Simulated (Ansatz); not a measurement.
# CaZn3: the cost of one run

Program: Ansatz 0.2.0. Level of theory: DFT PBEsol, scalar-relativistic, plane waves, PAW. These are calculated values, not measurements.

2 further runs of the same task are left out: 2 that didn't finish.

## (1) The system as given

It takes space group Pm-3m (No. 221, cubic). The conventional cell has a = 4.335 Å, b = 4.335 Å, c = 4.335 Å, α = 90.00°, β = 90.00°, γ = 90.00°. Ca (site symmetry m-3m) is surrounded by 12 Zn at 3.07 Å. Around Zn (site symmetry 4/mmm) lie 4 Ca at 3.07 Å and 8 Zn at 3.07 Å.

Structure file:

```xyz
4
Lattice="4.3348 0.0000 0.0000 0.0000 4.3348 0.0000 0.0000 0.0000 4.3348" Properties=species:S:1:pos:R:3 pbc="T T T"
Ca    0.0000    0.0000    0.0000
Zn    2.1674    2.1674    0.0000
Zn    2.1674    0.0000    2.1674
Zn    0.0000    2.1674    2.1674
```

The structure comes from the Materials Project (structure only).

## (2) A change within the space group

Against the listed cell: strain xx, yy, zz, yz, xz, xy = +1.5, +1.5, +1.5, +0.0, +0.0, +0.0 %.

input.yaml reads:

```yaml
crystal:
  lattice:
    - [4.4017658678, 0.0, 0.0]
    - [0.0, 4.4017658678, 0.0]
    - [0.0, 0.0, 4.4017658678]
  atoms:
    - { symbol: Ca, position: [0.0, 0.0, 0.0] }
    - { symbol: Zn, position: [0.5, 0.5, 0.0] }
    - { symbol: Zn, position: [0.5, 0.0, 0.5] }
    - { symbol: Zn, position: [0.0, 0.5, 0.5] }
basis:
  ecutwfc: 420
kpoints:
  mp_grid: { grid: [10, 10, 10] }
hamiltonian:
  xc: pbesol
scf:
  occupations: { method: gaussian, width: 0.1 }
output:
  forces: true
  stress: true
  eigenvalues: true
  populations: true
```

Run with:

```bash
$ ansatz run input.yaml --threads 1 --pin off --max-ram 1331MiB --backend cpu --events-out ev --progress --plain --runs-dir out
```

**Question.** How long does this run take on 1 thread of an x86-64 CPU, shared host, and how much memory does it need?

About 18 s, with a peak of 0.41 GiB.
